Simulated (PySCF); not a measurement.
# Cl4H6N2Sn: NMR shieldings

What do calculations give for the NMR shieldings of Cl4H6N2Sn (`[NH3]->[Sn](<-[NH3])([Cl])([Cl])([Cl])[Cl]`)?

Programs: PySCF 2.14.0, with routines of our own; each step states its level. All values are computed. Atoms count from 0.

### 1 The starting structure

13 atoms, charge 0, multiplicity 1; geometry from: GFN1-xTB.

### 2 Optimising the geometry at PBE0-D3(BJ)/def2-SVP

Job settings and geometry (Å):

```
{"job": {"xc": "PBE0", "basis": "def2-SVP", "d3": "d3bj", "grid": 1, "maxiter": 30, "shake": 0.03, "kind": "geom"}, "charge": 0, "multiplicity": 1}
Sn    -0.655640    -0.068880    -0.725370
N     -0.606740    -0.032870     1.590680
H     -1.608310     0.041660     1.864120
H      0.030630     0.772630     1.929260
H     -0.205470    -0.909500     1.874240
Cl    -0.594700     0.047300    -3.107270
N      1.643770     0.005200    -0.557310
H      2.007990    -0.073330    -1.509440
H      1.899530    -0.750730     0.062500
H      1.905730     0.877500    -0.135970
Cl    -3.092360    -0.005960    -0.360930
Cl    -0.306130     2.380210    -0.408120
Cl    -0.387670    -2.335350    -0.494190
```

On the command line:

```sh
$ OMP_NUM_THREADS=1 python heavy_run.py task.json out
```

One launch serves the whole session: the jobs run in the order shown.

Standard output:

```text
step   0  E = -2167.04722285  max force = 0.047346
step   1  E = -2167.05632716  max force = 0.027795
step   2  E = -2167.05835888  max force = 0.039814
step   3  E = -2167.06171011  max force = 0.004296
step   4  E = -2167.06107978  max force = 0.012579
step   5  E = -2167.06253848  max force = 0.001649
step   6  E = -2167.06198310  max force = 0.004826
step   7  E = -2167.06254777  max force = 0.002092
step   8  E = -2167.06265515  max force = 0.001316
step   9  E = -2167.06268922  max force = 0.000824
step  10  E = -2167.06271119  max force = 0.000431
step  11  E = -2167.06271611  max force = 0.000239
optimisation converged
```

It took 3.2 min on 1 thread of Arm Neoverse V1, shared host; peak memory 0.67 GiB.

Along the way: (the energy doesn't fall at every step)

```csv
step,energy from step 0 (eV),largest force component (eV/Å)
0,0.0000,2.4346
1,-0.2477,1.4293
2,-0.3030,2.0473
3,-0.3942,0.2209
4,-0.3771,0.6468
5,-0.4168,0.0848
6,-0.4016,0.2482
7,-0.4170,0.1076
8,-0.4199,0.0677
9,-0.4209,0.0424
10,-0.4215,0.0222
11,-0.4216,0.0123
```

Close pairs (by a distance rule), those that changed most:

```csv
bond,before (Å),after (Å),change (Å)
Sn0–Cl12,2.294,2.416,+0.122
Sn0–Cl10,2.465,2.377,-0.088
Sn0–Cl11,2.494,2.416,-0.078
N1–H3,1.082,1.020,-0.061
Sn0–N6,2.307,2.330,+0.024
N1–H2,1.041,1.023,-0.018
N6–H9,1.004,1.021,+0.017
N1–H4,1.005,1.021,+0.016
```

The final coordinates are the input of the step that follows.

```
                         at the end point                value
  point group (found at 0.08 Å tolerance)                   C2
rotational constants (GHz, main isotopes)  0.830, 0.758, 0.692
                        dipole moment (D)                 8.60
```

### 3 NMR shieldings: PBE0/pcSseg-1 Sn:us-x2c-TZVPall-2c Cl:us-pcSseg-1, spin–orbit

Job settings and geometry (Å):

```
{"job": {"kind": "hnmr", "xc": "PBE0", "basis": {"default": "pcSseg-1", "Sn": "us-x2c-TZVPall-2c", "Cl": "us-pcSseg-1"}, "rel": "so"}, "charge": 0, "multiplicity": 1}
Sn    -0.681081     0.018563    -0.689712
N     -0.648241    -0.030803     1.638737
H     -1.645026     0.053638     1.854347
H     -0.157810     0.755180     2.065575
H     -0.314597    -0.925407     1.999067
Cl    -0.404499     0.064264    -3.049712
N      1.648268    -0.010011    -0.628661
H      1.872604    -0.094390    -1.623398
H      2.044908    -0.811651    -0.138638
H      2.031327     0.870783    -0.283815
Cl    -3.044777     0.041264    -0.440343
Cl    -0.310061     2.372855    -0.295084
Cl    -0.360386    -2.356405    -0.386163
```

With the program's defaults for keys left out, this is: PBE0/pcSseg-1 Sn:us-x2c-TZVPall-2c Cl:us-pcSseg-1 GIAO NMR shielding, X2C with spin-orbit coupling, screened-nuclear two-electron part, Gaussian nuclei, gas phase.

Standard output:

```text
spin-free SCF
coarse grid: 58368 points
cycle   1  E = -8135.2416967337  dE =  1.364e-01  |g| = 6.199e-01  |ddm| = 1.665e+02
cycle   2  E = -8135.2187882863  dE =  2.291e-02  |g| = 7.719e-01  |ddm| = 1.631e+00
cycle   3  E = -8135.3382502840  dE = -1.195e-01  |g| = 1.187e-01  |ddm| = 9.066e-01
cycle   4  E = -8135.3405579383  dE = -2.308e-03  |g| = 4.447e-02  |ddm| = 1.655e-01
cycle   5  E = -8135.3409208218  dE = -3.629e-04  |g| = 1.178e-02  |ddm| = 4.856e-02
cycle   6  E = -8135.3409503902  dE = -2.957e-05  |g| = 3.762e-03  |ddm| = 1.207e-02
cycle   7  E = -8135.3409528384  dE = -2.448e-06  |g| = 3.748e-04  |ddm| = 2.737e-03
final grid: 115248 points
cycle   8  E = -8135.3392994170  dE = -8.401e-07  |g| = 1.218e-03  |ddm| = 2.630e-03
cycle   9  E = -8135.3392993934  dE =  2.363e-08  |g| = 5.475e-04  |ddm| = 9.182e-04
cycle  10  E = -8135.3392994148  dE = -2.143e-08  |g| = 4.389e-04  |ddm| = 8.927e-04
cycle  11  E = -8135.3392994553  dE = -4.045e-08  |g| = 5.371e-05  |ddm| = 3.985e-04
cycle  12  E = -8135.3392994558  dE = -5.730e-10  |g| = 6.687e-06  |ddm| = 4.908e-05
converged SCF energy = -8135.3392994558
two-component SCF
cycle   1  E = -8134.6892932229  dE = -8.135e+03  |FDS-SDF| = 4.462e+01
cycle   2  E = -8136.1665875296  dE = -1.477e+00  |FDS-SDF| = 3.223e-01
cycle   3  E = -8136.1670219420  dE = -4.344e-04  |FDS-SDF| = 8.677e-03
cycle   4  E = -8136.1670280931  dE = -6.151e-06  |FDS-SDF| = 4.031e-03
cycle   5  E = -8136.1670292146  dE = -1.121e-06  |FDS-SDF| = 1.283e-03
cycle   6  E = -8136.1670295837  dE = -3.691e-07  |FDS-SDF| = 4.244e-04
cycle   7  E = -8136.1670296822  dE = -9.856e-08  |FDS-SDF| = 1.558e-04
cycle   8  E = -8136.1670297025  dE = -2.027e-08  |FDS-SDF| = 6.161e-05
converged, E = -8136.1670297025

Field gradients (au) and densities at the nuclei (bohr^-3)
atom        Vxx        Vyy        Vzz        centre      nuclear mean
  0 Sn    -0.1747    -0.3785     0.5532     174459.065     173248.643
  1 N      0.2612     0.2992    -0.5604        185.692        185.691
  2 H     -0.1622    -0.1936     0.3558          0.353          0.353
  3 H     -0.1683    -0.2038     0.3721          0.360          0.360
  4 H     -0.1661    -0.2026     0.3687          0.358          0.358
  5 Cl    -1.0645    -1.2716     2.3361       3266.668       3266.567
  6 N      0.2617     0.3000    -0.5617        185.691        185.691
  7 H     -0.1624    -0.1938     0.3562          0.353          0.353
  8 H     -0.1687    -0.2041     0.3728          0.360          0.360
  9 H     -0.1659    -0.2026     0.3686          0.358          0.358
 10 Cl    -1.0642    -1.2708     2.3349       3266.668       3266.567
 11 Cl    -1.0064    -1.0607     2.0670       3266.603       3266.502
 12 Cl    -1.0062    -1.0603     2.0666       3266.602       3266.501
without picture change
  0 Sn                           0.6087                    356099.462

Core orbital energies (eV)
atom   shell        mean    spread
  0 Sn 1s       -29055.766   0.000
  0 Sn 2s        -4410.968   0.000
  0 Sn 3s         -862.618   0.000
  0 Sn 4s         -142.100   0.000
  0 Sn 5s          -21.986   0.000
  0 Sn 2p1/2     -4117.119   0.000
  0 Sn 2p3/2     -3886.942   0.004
  0 Sn 3p1/2      -743.064   0.000
  0 Sn 3p3/2      -700.580   0.014
  0 Sn 4p1/2      -101.864   0.000
  0 Sn 4p3/2       -94.203   0.018
  0 Sn 3d3/2      -489.770   0.014
  0 Sn 3d5/2      -481.164   0.018
  0 Sn 4d3/2       -30.830   0.018
  0 Sn 4d5/2       -29.769   0.130
  5 Cl 1s        -2776.449   0.000
  5 Cl 2s         -260.273   0.000
  5 Cl 3s          -22.234   0.000
  5 Cl 2p1/2      -197.937   0.000
  5 Cl 2p3/2      -196.259   0.106
 10 Cl 1s        -2776.448   0.000
 10 Cl 2s         -260.272   0.000
 10 Cl 3s          -22.233   0.000
 10 Cl 2p1/2      -197.937   0.000
 10 Cl 2p3/2      -196.258   0.106
 11 Cl 1s        -2776.443   0.000
 11 Cl 2s         -260.273   0.000
 11 Cl 3s          -22.223   0.000
 11 Cl 2p1/2      -197.937   0.000
 11 Cl 2p3/2      -196.259   0.094
 12 Cl 1s        -2776.444   0.000
 12 Cl 2s         -260.275   0.000
 12 Cl 3s          -22.226   0.000
 12 Cl 2p1/2      -197.938   0.000
 12 Cl 2p3/2      -196.261   0.094

Shielding tensors (ppm)
atom      isotropic    diamagn.    paramagn.     s11        s22        s33       span
  0 Sn     4066.03     4735.71     -669.68    4016.94    4074.70    4106.46      89.53
  1 N       184.21      318.31     -134.10     149.00     171.19     232.44      83.44
  2 H        27.92       29.90       -1.98      21.39      28.47      33.90      12.51
  3 H        28.70       31.04       -2.35      22.32      26.41      37.36      15.04
  4 H        28.62       30.94       -2.32      21.94      26.93      36.99      15.06
  5 Cl      746.07     1130.45     -384.38     577.61     594.01    1066.60     488.98
  6 N       184.35      318.30     -133.94     149.17     171.60     232.29      83.12
  7 H        27.93       29.89       -1.96      21.42      28.46      33.92      12.50
  8 H        28.71       31.06       -2.35      22.37      26.40      37.38      15.01
  9 H        28.62       30.92       -2.30      21.91      26.95      37.00      15.09
 10 Cl      746.03     1130.45     -384.43     578.96     592.52    1066.60     487.65
 11 Cl      747.85     1131.85     -383.99     580.95     600.32    1062.28     481.33
 12 Cl      748.43     1131.85     -383.41     582.23     600.92    1062.13     479.90
```

Wall time 8.2 min (1 thread of Arm Neoverse V1, shared host); peak memory 2 GiB.

From this job:

```csv
quantity,value
energy from spin-orbit coupling,-0.8277 Eh
```

### 4 NMR shieldings: PBE0/pcSseg-1 Sn:us-x2c-TZVPall-2c Cl:us-pcSseg-1, spin-free

The job, as its differences from that of step 3:

```diff
@@ -1,2 +1,2 @@
-{"job": {"kind": "hnmr", "xc": "PBE0", "basis": {"default": "pcSseg-1", "Sn": "us-x2c-TZVPall-2c", "Cl": "us-pcSseg-1"}, "rel": "so"}, "charge": 0, "multiplicity": 1}
+{"job": {"kind": "hnmr", "xc": "PBE0", "basis": {"default": "pcSseg-1", "Sn": "us-x2c-TZVPall-2c", "Cl": "us-pcSseg-1"}, "rel": "sf"}, "charge": 0, "multiplicity": 1}
 Sn    -0.681081     0.018563    -0.689712
```

With the program's defaults for keys left out, this is: PBE0/pcSseg-1 Sn:us-x2c-TZVPall-2c Cl:us-pcSseg-1 GIAO NMR shielding, spin-free X2C, Gaussian nuclei, gas phase.

Standard output:

```text
spin-free SCF
coarse grid: 58368 points
cycle   1  E = -8135.2416967337  dE =  1.364e-01  |g| = 6.199e-01  |ddm| = 1.665e+02
cycle   2  E = -8135.2187882863  dE =  2.291e-02  |g| = 7.719e-01  |ddm| = 1.631e+00
cycle   3  E = -8135.3382502840  dE = -1.195e-01  |g| = 1.187e-01  |ddm| = 9.066e-01
cycle   4  E = -8135.3405579383  dE = -2.308e-03  |g| = 4.447e-02  |ddm| = 1.655e-01
cycle   5  E = -8135.3409208218  dE = -3.629e-04  |g| = 1.178e-02  |ddm| = 4.856e-02
cycle   6  E = -8135.3409503902  dE = -2.957e-05  |g| = 3.762e-03  |ddm| = 1.207e-02
cycle   7  E = -8135.3409528384  dE = -2.448e-06  |g| = 3.748e-04  |ddm| = 2.737e-03
final grid: 115248 points
cycle   8  E = -8135.3392994170  dE = -8.401e-07  |g| = 1.218e-03  |ddm| = 2.630e-03
cycle   9  E = -8135.3392993934  dE =  2.363e-08  |g| = 5.475e-04  |ddm| = 9.182e-04
cycle  10  E = -8135.3392994148  dE = -2.143e-08  |g| = 4.389e-04  |ddm| = 8.927e-04
cycle  11  E = -8135.3392994553  dE = -4.045e-08  |g| = 5.371e-05  |ddm| = 3.985e-04
cycle  12  E = -8135.3392994558  dE = -5.730e-10  |g| = 6.687e-06  |ddm| = 4.908e-05
converged SCF energy = -8135.3392994558
check of the scalar solution
cycle   1  E = -8135.3392994559  dE = -8.135e+03  |FDS-SDF| = 4.051e+00
cycle   2  E = -8135.3401483697  dE = -8.489e-04  |FDS-SDF| = 2.348e-03
cycle   3  E = -8135.3401483703  dE = -6.148e-10  |FDS-SDF| = 7.397e-05
converged, E = -8135.3401483703

Field gradients (au) and densities at the nuclei (bohr^-3)
atom        Vxx        Vyy        Vzz        centre      nuclear mean
  0 Sn    -0.1750    -0.3761     0.5511     174358.576     173148.156
  1 N      0.2612     0.2993    -0.5605        185.691        185.691
  2 H     -0.1622    -0.1936     0.3558          0.353          0.353
  3 H     -0.1683    -0.2038     0.3721          0.360          0.360
  4 H     -0.1661    -0.2026     0.3687          0.358          0.358
  5 Cl    -1.0635    -1.2707     2.3342       3266.683       3266.582
  6 N      0.2618     0.3000    -0.5618        185.691        185.691
  7 H     -0.1624    -0.1938     0.3562          0.353          0.353
  8 H     -0.1687    -0.2041     0.3728          0.360          0.360
  9 H     -0.1659    -0.2026     0.3686          0.358          0.358
 10 Cl    -1.0632    -1.2698     2.3330       3266.683       3266.582
 11 Cl    -1.0055    -1.0598     2.0653       3266.618       3266.517
 12 Cl    -1.0054    -1.0595     2.0649       3266.617       3266.516
without picture change
  0 Sn                           0.6076                    356111.850

Core orbital energies (eV)
atom   shell        mean    spread
  0 Sn 1s       -29057.290   0.000
  0 Sn 2s        -4411.271   0.000
  0 Sn 3s         -862.690   0.000
  0 Sn 4s         -142.115   0.000
  0 Sn 5s          -21.986   0.000
  0 Sn 2p        -3960.929   0.007
  0 Sn 3p         -714.266   0.023
  0 Sn 4p          -96.668   0.031
  0 Sn 3d         -484.635   0.020
  0 Sn 4d          -30.198   0.227
  5 Cl 1s        -2776.447   0.000
  5 Cl 2s         -260.272   0.000
  5 Cl 3s          -22.234   0.000
  5 Cl 2p         -196.816   0.170
 10 Cl 1s        -2776.447   0.000
 10 Cl 2s         -260.271   0.000
 10 Cl 3s          -22.233   0.000
 10 Cl 2p         -196.816   0.170
 11 Cl 1s        -2776.441   0.000
 11 Cl 2s         -260.273   0.000
 11 Cl 3s          -22.223   0.000
 11 Cl 2p         -196.817   0.147
 12 Cl 1s        -2776.442   0.000
 12 Cl 2s         -260.274   0.000
 12 Cl 3s          -22.226   0.000
 12 Cl 2p         -196.818   0.147

Shielding tensors (ppm)
atom      isotropic    diamagn.    paramagn.     s11        s22        s33       span
  0 Sn     2986.19     5133.16    -2146.97    2878.40    3035.34    3044.83     166.43
  1 N       181.71      318.14     -136.43     146.11     170.09     228.93      82.82
  2 H        27.90       29.89       -1.99      21.35      28.47      33.88      12.53
  3 H        28.72       31.05       -2.33      22.41      26.41      37.33      14.92
  4 H        28.64       30.94       -2.30      22.02      26.93      36.98      14.97
  5 Cl      705.91     1149.34     -443.44     531.93     548.31    1037.48     505.56
  6 N       181.86      318.14     -136.28     146.28     170.50     228.79      82.51
  7 H        27.91       29.89       -1.98      21.39      28.46      33.90      12.51
  8 H        28.74       31.07       -2.33      22.46      26.40      37.35      14.89
  9 H        28.65       30.92       -2.28      21.99      26.96      36.99      15.00
 10 Cl      705.86     1149.35     -443.49     533.28     546.81    1037.50     504.22
 11 Cl      709.33     1150.73     -441.41     537.41     557.01    1033.56     496.16
 12 Cl      709.92     1150.73     -440.81     538.72     557.64    1033.41     494.69
```

Wall time 2.5 min (1 thread of Arm Neoverse V1, shared host); peak memory 1.6 GiB.

### 5 Shieldings side by side

| run | Sn0 | Cl5 | Cl10 | Cl11 | Cl12 | N6 | N1 | time |
| --- | --- | --- | --- | --- | --- | --- | --- | --- |
| step 3, PBE0/pcSseg-1 Sn:us-x2c-TZVPall-2c Cl:us-pcSseg-1, spin–orbit | 4066.0 | 746.1 | 746.0 | 747.9 | 748.4 | 184.4 | 184.2 | 8.2 min |
| step 4, PBE0/pcSseg-1 Sn:us-x2c-TZVPall-2c Cl:us-pcSseg-1, spin-free | 2986.2 | 705.9 | 705.9 | 709.3 | 709.9 | 181.9 | 181.7 | 2.5 min |

### 6 Results

| quantity | value |
| --- | --- |
| point group | C2 |
| rotational constants (main isotopes) | 0.83, 0.76, 0.69 GHz |
| energy from spin-orbit coupling (step 3, PBE0/pcSseg-1 Sn:us-x2c-TZVPall-2c Cl:us-pcSseg-1, spin–orbit) | -0.8277 Eh |
| shieldings (step 3, PBE0/pcSseg-1 Sn:us-x2c-TZVPall-2c Cl:us-pcSseg-1, spin–orbit) | Sn0 4066.0, N1 184.2, Cl5 746.1, N6 184.4, Cl10 746.0, Cl11 747.9, Cl12 748.4 ppm |
| shieldings (step 4, PBE0/pcSseg-1 Sn:us-x2c-TZVPall-2c Cl:us-pcSseg-1, spin-free) | Sn0 2986.2, N1 181.7, Cl5 705.9, N6 181.9, Cl10 705.9, Cl11 709.3, Cl12 709.9 ppm |

In words: The start was shaken at random, so part of the energy gained undoes that. The optimisation took 11 steps and gained 0.422 eV; among the close pairs (by a distance rule), Sn0–Cl12 changed most, from 2.294 to 2.416 Å. A contracted two-component basis is stiff near heavy nuclei, so the absolute shieldings of the heavy atoms from it are rough. Sn0 moves most between the runs, by 1080 ppm; the labels say what changes from run to run.
